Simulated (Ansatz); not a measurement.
# CH₈AlNSi: up Jacob's ladder to CCSD(T)

One table from this session's results is given with a row withheld; the runs are named, their logs left out.

Method: functionals in def2-TZVPP, the program's frozen cores in correlated methods; program: Ansatz 0.2.0, Gaussian basis.

The runs, in order: PBE-D4, r2SCAN-D4, PBE0-D4, B3LYP-D4, ωB97X-V, ωB97M-V, B2PLYP; CCSD(T)/def2-TZVPP; MP2/def2-QZVPP; extrapolation to the limit.

### Structure used throughout

All runs share one geometry, relaxed beforehand with PBE0-D4 in a triple-zeta def2 set.

SMILES `CN[SiH2][AlH2]`, 12 atoms, charge 0, spin multiplicity 1.

Atoms are counted from 1 here; the program's logs count them from 0.

Bond lengths: C1–N2 1.447 Å, C1–H5 1.093 Å, C1–H6 1.094 Å, C1–H7 1.100 Å, N2–Si3 1.733 Å, N2–H8 1.008 Å, Si3–Al4 2.477 Å, Si3–H9 1.496 Å, Si3–H10 1.494 Å, Al4–H11 1.594 Å, Al4–H12 1.595 Å. Angles: N2–C1–H5 110.7°, N2–C1–H6 109.5°, N2–C1–H7 114.1°, H5–C1–H6 106.8°, H5–C1–H7 107.9°, H6–C1–H7 107.5°, C1–N2–Si3 120.9°, C1–N2–H8 113.1°, Si3–N2–H8 116.4°, N2–Si3–Al4 116.8°, N2–Si3–H9 107.9°, N2–Si3–H10 106.2°, Al4–Si3–H9 108.9°, Al4–Si3–H10 109.3°, H9–Si3–H10 107.4°, Si3–Al4–H11 121.2°, Si3–Al4–H12 121.5°, H11–Al4–H12 117.3°.

Set-up of the first run:

Contents of in.yaml:

```yaml
crystal:
  periodic: [false, false, false]
  atoms:
    - {symbol: C, position_ang: [-1.394760, 1.175556, 0.030303]}
    - {symbol: N, position_ang: [0.028679, 1.263617, 0.277051]}
    - {symbol: Si, position_ang: [0.944488, -0.139208, 0.719840]}
    - {symbol: Al, position_ang: [0.860062, -2.064874, -0.836561]}
    - {symbol: H, position_ang: [-1.852199, 2.168343, 0.044984]}
    - {symbol: H, position_ang: [-1.868707, 0.597833, 0.829321]}
    - {symbol: H, position_ang: [-1.657113, 0.696098, -0.924152]}
    - {symbol: H, position_ang: [0.492426, 1.932261, -0.318050]}
    - {symbol: H, position_ang: [0.477589, -0.586584, 2.069115]}
    - {symbol: H, position_ang: [2.360226, 0.315610, 0.865513]}
    - {symbol: H, position_ang: [1.557958, -3.451016, -0.473401]}
    - {symbol: H, position_ang: [0.128451, -1.962736, -2.249964]}
basis:
  gaussian: {orbitals: def2-TZVPP}
hamiltonian: {xc: pbe, dispersion: d4}
output: {forces: true, orbitals: {seedname: orbitals}}
```

The run is started by

```
$ ansatz run in.yaml --threads 4 --pin off --events-out ev --progress --plain --max-ram 10444MiB
```

Among the steps run: PBE-D4 (GGA); r2SCAN-D4 (meta-GGA); PBE0-D4 (hybrid); B3LYP-D4 (hybrid); ωB97X-V (range-separated); ωB97M-V (range-separated); B2PLYP (double hybrid); CCSD(T) in def2-TZVPP; MP2 in def2-QZVPP.

One of the session's tables, all rows but one given; the rest of the session is left out.

```
            method  atomisation energy (kJ/mol)
            PBE-D4                       3781.6
         r2SCAN-D4                       3760.0
           PBE0-D4                       3746.4
          B3LYP-D4                       3779.2
           ωB97X-V                       3797.6
           ωB97M-V                       3776.4
            B2PLYP                       3722.1
     HF/def2-TZVPP                       2763.3
    MP2/def2-TZVPP                            ?
   CCSD/def2-TZVPP                       3631.0
CCSD(T)/def2-TZVPP                       3671.3
           MP2/CBS                       3767.6
       CCSD(T)/CBS                       3773.8
```

**Question.** Estimate the row for MP2/def2-TZVPP.

As computed: atomisation energy (kJ/mol): 3665.1. In the column «atomisation energy (kJ/mol)» it lies between CCSD/def2-TZVPP (3631.0) and CCSD(T)/def2-TZVPP (3671.3).
